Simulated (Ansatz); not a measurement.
# FH4InO3: the cost of one run

All numbers below are computed with Ansatz 0.2.0 (RKS B3LYP-D4/def2-SVP).

## (1) The starting structure

Bond lengths: In1–O2 2.340 Å, O2–H3 1.010 Å, In1–O4 1.990 Å, O4–H5 1.010 Å, In1–O6 1.990 Å, O6–H7 1.010 Å, In1–F8 2.200 Å. Angles: In1–O2–H3 109.5°, O2–In1–O4 120.0°, O2–In1–O6 120.0°, O2–In1–F8 71.6°, O4–In1–O6 120.0°, O4–In1–F8 96.8°, O6–In1–F8 101.3°, In1–O4–H5 109.5°, In1–O6–H7 109.5°.

As a file:

```xyz
9

In    0.0000    0.0000    0.0000
O     0.0000    0.0000    2.3400
H    -0.9095   -0.2814    2.6771
O     1.7233    0.0000   -0.9950
H     2.0232   -0.9519   -1.1499
O    -1.7233    0.0000   -0.9950
H    -2.2330   -0.8467   -0.7865
F     0.0986    2.0854    0.6937
H     0.0642    1.3585    1.8404
```

## (2) Pulling towards end A

Springs on the bonds that form and break draw the guess towards this end; the thresholds are loose.

Input file input.yaml:

```yaml
crystal:
  periodic: [false, false, false]
  atoms:
    - { symbol: In, position_ang: [0.0, 0.0, 0.0] }
    - { symbol: O, position_ang: [0.0, 0.0, 2.34] }
    - { symbol: H, position_ang: [-0.9095, -0.2814, 2.6771] }
    - { symbol: O, position_ang: [1.7233, 0.0, -0.995] }
    - { symbol: H, position_ang: [2.0232, -0.9519, -1.1499] }
    - { symbol: O, position_ang: [-1.7233, 0.0, -0.995] }
    - { symbol: H, position_ang: [-2.233, -0.8467, -0.7865] }
    - { symbol: F, position_ang: [0.0986, 2.0854, 0.6937] }
    - { symbol: H, position_ang: [0.0642, 1.3585, 1.8404] }
basis:
  gaussian: { orbitals: def2-SVP }
hamiltonian:
  xc: b3lyp
  dispersion: d4
relax:
  f_tol: 0.15
  max_steps: 25
  restrain:
    - { distance: [0, 7], at: 3.1, k: 30.0 }
    - { distance: [8, 1], at: 2.21, k: 30.0 }
    - { distance: [0, 1], at: 1.99, k: 30.0 }
    - { distance: [8, 7], at: 0.92, k: 30.0 }
output:
  orbitals: {}
```

Command:

```console
ansatz run input.yaml --threads 2 --pin off --max-ram 3072MiB --backend cpu --events-out ev --progress --plain --runs-dir out
```

Q: Estimate wall time and peak memory on 2 threads of AMD EPYC, shared host.

About 75 s, with a peak of 0.25 GiB.
